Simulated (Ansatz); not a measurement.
# GaH₂Br (built from SMILES [GaH2][Br]): a saddle search

Does the minimum-mode search get back to a saddle from here?

The runs use Ansatz 0.2.0, Gaussian basis; B3LYP-D4/def2-SVP.

### 1 The system as given

The start, a known saddle point with all atoms moved at random by about 0.06 Å a coordinate: 4 atoms, charge 0, spin multiplicity 1.

Atoms are counted from 1 here; the program's logs count them from 0.

Bond lengths: Ga1–Br2 2.818 Å, Ga1–H3 1.791 Å, Ga1–H4 1.684 Å, Br2–H3 1.711 Å. Angles: Br2–Ga1–H3 35.4°, Br2–Ga1–H4 103.8°, H3–Ga1–H4 139.1°, Ga1–Br2–H3 37.4°, Ga1–H3–Br2 107.2°.

Coordinates:

```
Ga   -0.6808    0.1343    0.6930
Br    1.5533   -0.0464   -1.0155
H     0.9665    0.7606    0.3740
H    -1.8228   -0.8690   -0.0311
```

### 2 The search

File run/in.yaml:

```yaml
crystal:
  periodic: [false, false, false]
  atoms:
    - {symbol: Ga, position_ang: [-0.680757, 0.134328, 0.692988]}
    - {symbol: Br, position_ang: [1.553318, -0.046410, -1.015476]}
    - {symbol: H, position_ang: [0.966474, 0.760569, 0.373993]}
    - {symbol: H, position_ang: [-1.822782, -0.869026, -0.031128]}
basis:
  gaussian: {orbitals: def2-SVP}
hamiltonian: {xc: {name: B3LYP}, dispersion: d4}
saddle:
  f_tol: 0.05
  max_steps: 40
  mode_guess:
    - [-0.3457, 0.1543, 0.4466]
    - [0.1637, 0.2432, 0.2380]
    - [0.2182, -0.3159, -0.5923]
    - [-0.0362, -0.0817, -0.0923]
```

Launch:

```bash
$ ansatz run in.yaml --threads 2 --pin off --events-out ev --progress --plain --max-ram 4352MiB
```

What does the calculation give? Wanted: energy change; last largest force; RMSD from the start; RMSD from the known saddle.

**Answer**, as computed:

```
                  quantity        value
                     steps            6
             energy change  -2.4 kJ/mol
        last largest force  0.0080 eV/Å
       RMSD from the start      0.079 Å
RMSD from the known saddle      0.026 Å
```

It converged in 6 steps at a force tolerance of 0.05 eV/Å. It is back at the known saddle, up to the shift that another level brings.
